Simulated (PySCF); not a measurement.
# F4GeH2Si: the cost of one run

Programs: PySCF 2.14.0, with density-fitted response routines of our own. Each step states its level of theory. These are calculated values for one molecule in the gas phase, unless marked as measured. Atoms are numbered from 0 throughout.

### 1 The molecule as given

8 atoms, charge 0, multiplicity 1; geometry from: GFN2-xTB. The atoms were then displaced at random by about 0.01 Å, so the start is not that level's minimum.

Bonds of the start (Å): F0–Si1 1.61, Si1–Ge2 2.37, Ge2–F3 1.79, Ge2–F4 1.77, Ge2–F5 1.77, Si1–H6 1.45, Si1–H7 1.45.

### 2 Geometry optimisation at PBE0-D3(BJ)/def2-SVP

What the job is given:

```
{"job": {"xc": "PBE0", "basis": "def2-SVP", "d3": "d3bj", "grid": 1, "shake": 0.01, "kind": "geom"}, "charge": 0, "multiplicity": 1}
F     -1.835350    -1.443640     0.078390
Si    -1.334250     0.070860    -0.104700
Ge     1.030350    -0.066170     0.067760
F      1.908830    -0.541910     1.547590
F      2.049890    -0.932550    -1.091570
F      1.707210     1.561540    -0.116300
H     -1.821900     0.838380     1.023950
H     -1.649640     0.494350    -1.457590
```

Run with:

```
$ OMP_NUM_THREADS=1 python probes_run.py task.json out
```

The driver reads the jobs from task.json and runs them one after another.

**Question.** How long does this first job take on 1 thread of Arm Neoverse V2, shared host, and how much memory does it need?

About 48 s, with a peak of 0.48 GiB.
